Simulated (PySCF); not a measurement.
The system is C3NH, in a box.

```
C N H
1.0
    10.00000    0.00000    0.00000
     0.00000   14.00000    0.00000
     0.00000    0.00000   10.00000
C N H
3 1 1
Direct
  0.48600 0.59510 0.51965
  0.49974 0.51053 0.50497
  0.51553 0.41413 0.48827
  0.52889 0.33286 0.47420
  0.47371 0.67014 0.53260
```

Base run:

```yaml
Program: PySCF 2.14.0
Functional: M06
Dispersion: D4
Potentials_or_basis: 6-31g* (all-electron)
k_mesh: 1 × 1 × 1
Occupations: fixed
Spin: no spin polarisation
```

Its results: gap between the frontier levels 7.63 eV.

Problem. The run is repeated on the same cell with these changes: functional from M06 to RPBE. What comes out?

Solution. Gap between the frontier levels 5.33 eV.

M06 gives the wider gap, since exact exchange removes part of the self-interaction.

Caveats: this is a molecule in a periodic box at the Γ point, so its band gap is the HOMO-LUMO gap; the basis of atomic orbitals isn't converged, which shifts pressures, moduli and gaps.

